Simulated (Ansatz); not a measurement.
# CH₆BClOSn: one species, many methods

The task here is to estimate one member of a computed series from the others.

Method: functionals in def2-TZVPP, the program's frozen cores in correlated methods; program: Ansatz 0.2.0, Gaussian basis.

Levels to be run: PBE-D4, r2SCAN-D4, PBE0-D4, B3LYP-D4, ωB97X-V, ωB97M-V, B2PLYP; CCSD(T)/def2-TZVPP; MP2/def2-QZVPP; extrapolation to the limit.

**Structure used throughout**

The geometry comes from an earlier relaxation with PBE0-D4 in a triple-zeta def2 set; it is a stationary point, not always the lowest conformer. Sn takes the def2 core potential; no spin-orbit term is included.

SMILES `[BH2][SnH]([Cl])[O]C`, 11 atoms, charge 0, spin multiplicity 1.

Atoms are counted from 1 here; the program's logs count them from 0.

Bond lengths: B1–Sn2 2.242 Å, B1–H6 1.190 Å, B1–H7 1.191 Å, Sn2–Cl3 2.351 Å, Sn2–O4 1.958 Å, Sn2–H8 1.709 Å, O4–C5 1.406 Å, C5–H9 1.094 Å, C5–H10 1.099 Å, C5–H11 1.097 Å. Angles: Sn2–B1–H6 119.4°, Sn2–B1–H7 119.6°, H6–B1–H7 121.0°, B1–Sn2–Cl3 104.9°, B1–Sn2–O4 108.4°, B1–Sn2–H8 125.2°, Cl3–Sn2–O4 105.4°, Cl3–Sn2–H8 104.8°, O4–Sn2–H8 106.7°, Sn2–O4–C5 120.2°, O4–C5–H9 108.2°, O4–C5–H10 112.5°, O4–C5–H11 112.0°, H9–C5–H10 107.8°, H9–C5–H11 108.1°, H10–C5–H11 108.1°.

The first run:

in.yaml

```yaml
crystal:
  periodic: [false, false, false]
  atoms:
    - {symbol: B, position_ang: [0.291650, 1.364946, 2.291080]}
    - {symbol: Sn, position_ang: [-0.309088, -0.206610, 0.809859]}
    - {symbol: Cl, position_ang: [1.161901, -1.998650, 1.202187]}
    - {symbol: O, position_ang: [0.127962, 0.439329, -0.985853]}
    - {symbol: C, position_ang: [-0.039285, -0.400878, -2.101026]}
    - {symbol: H, position_ang: [0.864979, 2.336476, 1.911757]}
    - {symbol: H, position_ang: [0.068499, 1.197571, 3.448838]}
    - {symbol: H, position_ang: [-1.856238, -0.924973, 0.709088]}
    - {symbol: H, position_ang: [0.147076, 0.187630, -3.003964]}
    - {symbol: H, position_ang: [-1.057335, -0.810104, -2.170762]}
    - {symbol: H, position_ang: [0.665281, -1.241637, -2.090604]}
basis:
  gaussian: {orbitals: def2-TZVPP}
hamiltonian: {xc: pbe, dispersion: d4}
output: {forces: true, orbitals: {seedname: orbitals}}
```

The run is started by

```console
$ ansatz run in.yaml --threads 4 --pin off --events-out ev --progress --plain --max-ram 10444MiB
```

Among the steps run: PBE-D4 (GGA); r2SCAN-D4 (meta-GGA); PBE0-D4 (hybrid); B3LYP-D4 (hybrid); ωB97X-V (range-separated); ωB97M-V (range-separated); B2PLYP (double hybrid); CCSD(T) in def2-TZVPP; MP2 in def2-QZVPP.

One of the session's tables, all rows but one given; the rest of the session is left out.

```
            method  atomisation energy (eV)
            PBE-D4                   37.289
         r2SCAN-D4                   36.948
           PBE0-D4                   36.705
          B3LYP-D4                   36.724
           ωB97X-V                   37.052
           ωB97M-V                   36.888
            B2PLYP                        ?
     HF/def2-TZVPP                   26.832
    MP2/def2-TZVPP                   36.326
   CCSD/def2-TZVPP                   35.362
CCSD(T)/def2-TZVPP                   35.916
           MP2/CBS                   37.395
       CCSD(T)/CBS                   36.985
```

Q: Estimate the row for B2PLYP from the others.

The run gave: atomisation energy (eV): 36.317. In the column «atomisation energy (eV)» it lies between CCSD(T)/def2-TZVPP (35.916) and MP2/def2-TZVPP (36.326).

Limits of these values: Free atoms (1 B, 1 Sn, 1 Cl, 1 O, 1 C, 6 H) were run apart at each level; the atomisation energy is their sum less the molecule, without zero-point or spin-orbit terms.
